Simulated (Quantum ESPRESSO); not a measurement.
## Zr: work function with PBE

Zr, a slab with vacuum:

```
CELL_PARAMETERS angstrom
3.23200 0.00000 0.00000
-1.61600 2.79899 0.00000
0.00000 0.00000 25.29400
ATOMIC_POSITIONS crystal
Zr 0.33333 0.66667 0.29651
Zr 0.66667 0.33333 0.39826
Zr 0.33333 0.66667 0.50000
Zr 0.66667 0.33333 0.60174
Zr 0.33333 0.66667 0.70349
```

```
Program                    : Quantum ESPRESSO 7.5
Task                       : work function
Functional                 : PBE
Potentials or basis        : PseudoDojo 0.4.1 SR PBE standard
Cutoff                     : 898 eV
Density cutoff             : 3592 eV
k mesh                     : 9 × 9 × 1
Occupations                : fermi-dirac, width 0.05 eV
Spin                       : no spin polarisation
Boundary across the vacuum : none
Mixing mode                : local-TF
Mixing beta                : 0.3
Most SCF iterations        : 150
SCF threshold              : 5e-09 Ry
```

* Largest force: 0.636 eV/Å
* Band gap on the k mesh: none (metal or under the smearing width)
* Work function of the upper face: 4.22 eV
* Work function of the lower face: 4.22 eV

Forces on the atoms (eV/Å):
```
Zr   0.000  0.000  0.473
Zr   0.000  0.000 -0.636
Zr   0.000  0.000  0.000
Zr   0.000  0.000  0.636
Zr   0.000  0.000 -0.473
```

Levels at points of the mesh, in eV from the Fermi level:
```tsv
k point	band 26	band 27	band 28	band 29	band 30	band 31	band 32	band 33
(0.00, 0.00, 0.00)	-0.10	-0.10	0.42	0.45	0.77	0.77	0.80	0.80
```

Wall time 110 s on 1 thread of AMD EPYC 9R45 96-Core Processor (Zen 5) (shared host), peak memory 0.29 GiB.
